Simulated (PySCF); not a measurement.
# A diatomic session: BeF−

One table from this session's results is given with a row withheld; the runs are named, their logs left out.

Method: Be aug-pcseg-1, F aug-pcseg-1, no relativity; program: PySCF 2.14.0.

1 further run of the same task is left out (set aside as unsound or not needed).

Set-up of the first run:

The job is set up so:

- atoms: Be, F
- charge: -1
- basis: Be aug-pcseg-1, F aug-pcseg-1
- Hamiltonian: no relativity
- basis functions: 36
- electrons treated: 14
- masses in u: 9.0122, 18.9984
- levels: PBE0, PBE, r²SCAN, BLYP, r²SCAN0, r²SCANh, HF, MP2, SCS-MP2, CCSD, CCSD(T)
- grid: 80 radial by 434 angular points
- occupations: held fixed by the projection of orbital angular momentum
- dissociation limit: Be + F−, each in its ground configuration
- starting distance in angstrom: 1.675
- values of 2S to try: 0, 2

Launch:

```
$ OMP_NUM_THREADS=1 python dia.py task.json out
```

Among the steps run: Set-up; First curve: PBE0; PBE; r²SCAN (meta-GGA); BLYP; r²SCAN0 (hybrid meta-GGA); r²SCANh (hybrid meta-GGA); RHF (mean field); Correlated methods on the Hartree–Fock reference.

One of the session's tables, all rows but one given; the rest of the session is left out.

It belongs to the step «Constants by level of theory». Differences from CCSD(T) in the same basis:

```
      level  Re (mÅ)  ωe (%)
        RHF      -26    +7.1
    RHF-MP2       -2    +0.5
RHF-SCS-MP2        ?       ?
   RHF-CCSD       -3    +0.8
        PBE      -12    +1.1
       BLYP      -13    +1.2
     r²SCAN      -17    +3.2
    r²SCANh      -20    +4.0
       PBE0      -21    +4.0
    r²SCAN0      -24    +5.2
```

**Question.** Estimate the row for RHF-SCS-MP2.

The run gave: Re (mÅ): -3; ωe (%): +0.5.
